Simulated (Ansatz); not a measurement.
# Si16N: the cost of one run

Method: DFT PBE, plane waves, PAW, scalar-relativistic, collinear spin, in Ansatz 0.2.0.

## Step 1: Starting point

The cell holds 17 atoms (NSi16): a = 7.679 Å, b = 7.679 Å, c = 7.679 Å, α = 60.00°, β = 60.00°, γ = 60.00°.

Its coordinates follow in the input file.

## Step 2: Relaxing the start

File input.yaml:

```yaml
accuracy: low
crystal:
  lattice:
    - [0.0, 5.43, 5.43]
    - [5.43, 0.0, 5.43]
    - [5.43, 5.43, 0.0]
  atoms:
    - { symbol: Si, position: [0.0, 0.0, 0.0] }
    - { symbol: Si, position: [0.125, 0.125, 0.125] }
    - { symbol: Si, position: [0.0, 0.0, 0.5] }
    - { symbol: Si, position: [0.125, 0.125, 0.625] }
    - { symbol: Si, position: [0.0, 0.5, 0.0] }
    - { symbol: Si, position: [0.125, 0.625, 0.125] }
    - { symbol: Si, position: [0.0, 0.5, 0.5] }
    - { symbol: Si, position: [0.125, 0.625, 0.625] }
    - { symbol: Si, position: [0.5, 0.0, 0.0] }
    - { symbol: Si, position: [0.625, 0.125, 0.125] }
    - { symbol: Si, position: [0.5, 0.0, 0.5] }
    - { symbol: Si, position: [0.625, 0.125, 0.625] }
    - { symbol: Si, position: [0.5, 0.5, 0.0] }
    - { symbol: Si, position: [0.625, 0.625, 0.125] }
    - { symbol: Si, position: [0.5, 0.5, 0.5] }
    - { symbol: Si, position: [0.625, 0.625, 0.625] }
    - { symbol: "N", position: [0.369462, 0.8798905, 0.8750268], spin: 1.0 }
magnetization:
  spin_polarized: true
basis:
  ecutwfc: 420.0
kpoints:
  mp_grid: { grid: [2, 2, 2] }
hamiltonian:
  xc: pbe
scf:
  occupations: { method: fermi_dirac, width: 0.05 }
  lower_state_search: "off"
relax:
  f_tol: 0.08
  max_steps: 25
  adjacent_minimum: "off"
output:
  write_density: true
  write_potential: true
  elf: true
  volumetric_format: npy
```

Launch:

```bash
$ ansatz run input.yaml --threads 1 --pin off --max-ram 3072MiB --backend cpu --events-out ev --progress --plain --runs-dir out
```

What time and memory should one allow on 1 thread of Arm Neoverse V1, shared host?

About 6 min, with a peak of 0.7 GiB.
